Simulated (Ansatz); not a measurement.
Predict the output of the script below (Ansatz 0.2.0, Python API).

`zrti.py`:
```python
'''Frozen displacement of one atom in ZrTi.'''

import warnings

import ansatz
import numpy as np


def main() -> None:
    warnings.simplefilter('ignore', ansatz.DeckWarning)

    lattice = ansatz.Lattice.of(
        (3.111935, 0.0, 0.0),
        (0.0, 3.111935, 0.0),
        (0.0, 0.0, 4.197765),
    )
    sites = [
        ('Zr', (0.5, 0.5, 0.5)),
        ('Ti', (0.0, 0.0, 0.0)),
    ]
    system = ansatz.Crystal(lattice=lattice)
    for symbol, position in sites:
        system = system.atom(symbol, position)

    inverse = np.linalg.inv(np.array(system.lattice.vectors))
    home = np.array(system.sites[0].position)
    values = np.linspace(-0.05, 0.05, 5)
    energies, pulls = [], []
    for shift in values:
        moved = system.move(0, to=home + shift * inverse[0])
        calc = (
            moved.calculation()
            .functional('pbesol')
            .pseudopotentials('paw')
            .basis(550)
            .kpoints(density=3.4)
            .occupations('gaussian', width=0.1)
            .forces()
        )
        rep = calc.run(threads=1).report
        energies.append(rep['free_energy_ev'])
        pulls.append(rep['forces_ev_ang'][0][0])

    # the force is minus the slope of the free energy
    print('shift (A)   dE (eV)   force along x (eV/A)')
    for shift, e, f in zip(values, energies, pulls):
        print(f'{shift:8.3f} {e - energies[2]:10.5f} {f:12.4f}')
    print(f'stiffness from energies {2 * np.polyfit(values, energies, 2)[0]:.3f}, from forces {-np.polyfit(values, pulls, 1)[0]:.3f} eV/A^2')


if __name__ == '__main__':
    main()
```

```console
$ python zrti.py
shift (A)   dE (eV)   force along x (eV/A)
  -0.050    0.00316       0.1261
  -0.025    0.00079       0.0633
   0.000    0.00000       0.0000
   0.025    0.00079      -0.0633
   0.050    0.00316      -0.1261
stiffness from energies 2.527, from forces 2.524 eV/A^2
```

The curvature of the energy gives 2.527 eV/Å² and the slope of the force 2.524 eV/Å², a positive curvature.

Caveats:
- In a metal a curvature from energy changes of a few meV or less hangs on mesh and smearing, in size and even in sign.
- The structure comes from a database of computed cells and needn't be a stable or known phase.
- All periodic images of the atom move with it, so the curvature is one diagonal element of the zone-centre force constants and no normal mode; a positive value doesn't exclude soft modes in which several atoms move.
- It ran for 17 s on 1 thread of Arm Neoverse V2 (shared host), peak memory 0.44 GiB.

(Lines on the test bed's own set-up are left out of the output.)
